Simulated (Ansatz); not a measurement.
# FH4NSSi: taking an electron away

The task here is to estimate one member of a computed series from the others.

The runs use Ansatz 0.2.0, Gaussian basis; unrestricted cation, the program's frozen cores in correlated methods.

Plan: UKS PBE-D4/def2-TZVPP; UKS r2SCAN-D4/def2-TZVPP; UKS PBE0-D4/def2-TZVPP; UKS B3LYP-D4/def2-TZVPP; UKS wB97X-V/def2-TZVPP; UKS wB97M-V/def2-TZVPP; UKS B2PLYP/def2-TZVPP; UHF-CCSD(T)/def2-TZVPP; UHF-MP2/def2-QZVPP; extrapolation to the limit; then −ε(HOMO) from the neutral's earlier runs with LDA (SPW92), PBE-D4, revPBE-D4, BLYP-D4, r2SCAN-D4, B97M-V, PBE0-D4, B3LYP-D4, r2SCANh-D4, r2SCAN0-D4, HSE06-D4, BHLYP-D4, CAM-B3LYP-D4, LC-ωPBE, ωB97X-V, ωB97M-V.

## The geometry

An earlier PBE0-D4 in a triple-zeta def2 set relaxation fixed the geometry.

SMILES `N[SiH](F)S`, 8 atoms, charge 0, spin multiplicity 1.

Atoms are counted from 1 here; the program's logs count them from 0.

Bond lengths: N1–Si2 1.688 Å, N1–H5 1.006 Å, N1–H6 1.006 Å, Si2–F3 1.602 Å, Si2–S4 2.122 Å, Si2–H7 1.477 Å, S4–H8 1.344 Å. Angles: Si2–N1–H5 122.0°, Si2–N1–H6 122.7°, H5–N1–H6 112.8°, N1–Si2–F3 115.9°, N1–Si2–S4 106.2°, N1–Si2–H7 108.1°, F3–Si2–S4 106.4°, F3–Si2–H7 105.1°, S4–Si2–H7 115.5°, Si2–S4–H8 93.8°.

The first run:

in.yaml reads:

```yaml
crystal:
  periodic: [false, false, false]
  atoms:
    - {symbol: N, position_ang: [-0.902111, 0.955918, 0.412186]}
    - {symbol: Si, position_ang: [0.375505, -0.130009, 0.216298]}
    - {symbol: F, position_ang: [1.704272, 0.467288, -0.448992]}
    - {symbol: S, position_ang: [-0.326787, -1.638034, -1.101140]}
    - {symbol: H, position_ang: [-0.992831, 1.530770, 1.232746]}
    - {symbol: H, position_ang: [-1.456570, 1.286806, -0.359432]}
    - {symbol: H, position_ang: [0.790455, -0.596246, 1.554503]}
    - {symbol: H, position_ang: [0.900267, -1.933492, -1.561969]}
basis:
  gaussian: {orbitals: def2-TZVPP}
total_charge: 1
magnetization: {spin_polarized: true, initial_magnetization: 1}
hamiltonian: {xc: pbe, dispersion: d4}
```

Among the steps run: Cation, UKS PBE-D4/def2-TZVPP; Cation, UKS r2SCAN-D4/def2-TZVPP; Cation, UKS PBE0-D4/def2-TZVPP; Cation, UKS B3LYP-D4/def2-TZVPP; Cation, UKS wB97X-V/def2-TZVPP; Cation, UKS wB97M-V/def2-TZVPP; Cation, UKS B2PLYP (frozen core)/def2-TZVPP; Cation, UHF-CCSD(T)/def2-TZVPP; Cation, UHF-MP2/def2-QZVPP.

One table of the session follows, with a row left open; its other results are not shown here.

Orbital estimates, from the neutral's runs:

```
  functional  −ε(HOMO) (eV)
 LDA (SPW92)           6.53
      PBE-D4           6.41
   revPBE-D4           6.36
     BLYP-D4           6.24
   r2SCAN-D4           6.71
      B97M-V           6.81
     PBE0-D4              ?
    B3LYP-D4           7.41
  r2SCANh-D4           7.17
  r2SCAN0-D4           7.87
    HSE06-D4           7.27
    BHLYP-D4           8.77
CAM-B3LYP-D4           9.00
     LC-ωPBE          10.44
     ωB97X-V          10.06
     ωB97M-V           9.88
```

**Question.** Estimate the row for PBE0-D4.

As computed: −ε(HOMO) (eV): 7.67. In the column «−ε(HOMO) (eV)» it lies between B3LYP-D4 (7.41) and r2SCAN0-D4 (7.87).
